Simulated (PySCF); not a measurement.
# C5H3ClOS: the cost of one run

Programs: PySCF 2.14.0, with density-fitted response routines of our own. Each step states its level of theory. These are calculated values for one molecule in the gas phase, unless marked as measured. Atoms are numbered from 0 throughout.

### 1 The starting structure

11 atoms, charge 0, multiplicity 1; geometry from: GFN2-xTB. The atoms were then displaced at random by about 0.01 Å, so the start is not that level's minimum.

Bonds of the start (Å): O0–C1 1.20, C1–Cl2 1.79, C1–C3 1.49, C3–C4 1.40, C4–C5 1.36, C5–S6 1.72, S6–C7 1.69, C7–C3 1.37, C4–H8 1.07, C5–H9 1.08, C7–H10 1.08.

### 2 Relaxing the molecule at PBE0-D3(BJ)/def2-SVP

Job settings and geometry (Å):

```
{"job": {"xc": "PBE0", "basis": "def2-SVP", "d3": "d3bj", "grid": 1, "shake": 0.01, "kind": "geom"}, "charge": 0, "multiplicity": 1}
O     -2.095690    -1.634640     0.143560
C     -1.746760    -0.512950    -0.111670
Cl    -2.947860     0.717580    -0.623810
C     -0.352810     0.001710    -0.060680
C      0.702050    -0.843570     0.318950
C      1.882150    -0.176540     0.313930
S      1.715140     1.464130    -0.164850
C      0.041220     1.281090    -0.356970
H      0.572300    -1.863620     0.615950
H      2.858480    -0.556740     0.568180
H     -0.590100     2.097730    -0.658250
```

On the command line:

```bash
> OMP_NUM_THREADS=1 python probes_run.py task.json out
```

This one command runs all jobs of the session in turn.

**Question.** How long does this first job take on 1 thread of Arm Neoverse V1, shared host, and how much memory does it need?

About 76 s, with a peak of 0.57 GiB.
